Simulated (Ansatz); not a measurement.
**C2H3B: interaction energy of a dimer with the counterpoise correction from a Python script**

How strongly do two molecules of C2H3B bind, and how much of that is basis error? Wanted for C2H3B: the interaction energy of a dimer with the counterpoise correction.

Program: Ansatz 0.2.0 through its Python package. Level of theory: MP2/cc-pVDZ. These are calculated values, not measurements.

## 1. The structure

Bond lengths: B1–C2 1.466 Å, C2–C3 1.177 Å, B1–H4 1.147 Å, B1–H5 1.214 Å, C3–H6 1.079 Å. Angles: B1–C2–C3 179.1°, C2–B1–H4 122.2°, C2–B1–H5 122.5°, H4–B1–H5 115.1°, C2–C3–H6 177.6°.

No structure file is read: the coordinates are typed or built in the script.

## 2. Script

Contents of dimer.py:

```python
"""Interaction energy of two C2H3B molecules, with the counterpoise correction."""

import ansatz as az

FIRST = [
    ("B", (-0.8244, 0.6246, -0.3576)),
    ("C", (0.2647, -0.2226, 0.1381)),
    ("C", (1.1326, -0.9171, 0.5246)),
    ("H", (-1.7129, 0.1979, -0.9445)),
    ("H", (-0.8126, 1.8338, -0.2486)),
    ("H", (1.9528, -1.5165, 0.888)),
]
SECOND = [
    ("B", (1.2134, -2.8377, 3.6125)),
    ("C", (0.1312, -1.9543, 4.0576)),
    ("C", (-0.7331, -1.2329, 4.4005)),
    ("H", (2.0194, -2.4929, 2.8727)),
    ("H", (1.2766, -4.0066, 3.9347)),
    ("H", (-1.547, -0.6075, 4.7329)),
]

def energy(atoms, ghosts=()):
    molecule = az.Crystal.molecule()
    for symbol, xyz in atoms:
        molecule = molecule.atom(symbol, xyz)
    calc = (
        molecule.calculation()
        .basis(gaussian="cc-pVDZ")
        .correlation("mp2")
    )
    deck = calc.input()
    if ghosts:
        deck = deck.set(az.key.basis.gaussian.ghost_atoms, [{"symbol": s, "position_ang": list(xyz)} for s, xyz in ghosts])
    return az.Session.from_dict(deck).plan().execute().report["free_energy_ev"]


def main() -> None:
    # ghost atoms carry the functions of the partner
    both = energy(FIRST + SECOND)
    alone = energy(FIRST) + energy(SECOND)
    ghosted = energy(FIRST, SECOND) + energy(SECOND, FIRST)
    print(f"dimer {both:.6f} eV")
    print(f"interaction, uncorrected   {(both - alone):8.3f} eV")
    print(f"interaction, counterpoise  {(both - ghosted):8.3f} eV")
    print(f"basis-set superposition    {(alone - ghosted):8.3f} eV")


if __name__ == "__main__":
    main()
```

## 3. What the engine is handed

The package turns the script's settings into the engine's input (first run):

```yaml
crystal:
  periodic: [false, false, false]
  atoms:
    - { symbol: B, position_ang: [-0.8244, 0.6246, -0.3576] }
    - { symbol: C, position_ang: [0.2647, -0.2226, 0.1381] }
    - { symbol: C, position_ang: [1.1326, -0.9171, 0.5246] }
    - { symbol: H, position_ang: [-1.7129, 0.1979, -0.9445] }
    - { symbol: H, position_ang: [-0.8126, 1.8338, -0.2486] }
    - { symbol: H, position_ang: [1.9528, -1.5165, 0.888] }
    - { symbol: B, position_ang: [1.2134, -2.8377, 3.6125] }
    - { symbol: C, position_ang: [0.1312, -1.9543, 4.0576] }
    - { symbol: C, position_ang: [-0.7331, -1.2329, 4.4005] }
    - { symbol: H, position_ang: [2.0194, -2.4929, 2.8727] }
    - { symbol: H, position_ang: [1.2766, -4.0066, 3.9347] }
    - { symbol: H, position_ang: [-1.547, -0.6075, 4.7329] }
basis:
  gaussian:
    orbitals: cc-pVDZ
correlation:
  method: mp2
```

## 4. Launch

Launch:

```sh
python dimer.py
```

**Question.** How large is the interaction at this pose, and how much of it is basis-set superposition?

As calculated:

```
                        quantity      value
 interaction energy, uncorrected  -0.018 eV
interaction energy, counterpoise   0.002 eV
                   runs compared          5
```

The counterpoise correction turns the binding into repulsion: what looked like attraction was the basis set's error. Uncorrected it is -0.018 eV, with the counterpoise correction 0.002 eV; the difference, 0.02 eV, is the superposition error. The sign changes with the correction, so this basis doesn't settle it. Total energies depend on the basis set; only differences at equal settings carry meaning. The dimer is a generated trial pose of unrelaxed monomers, not a minimum, so the figure is no binding energy, and the basis set is small.
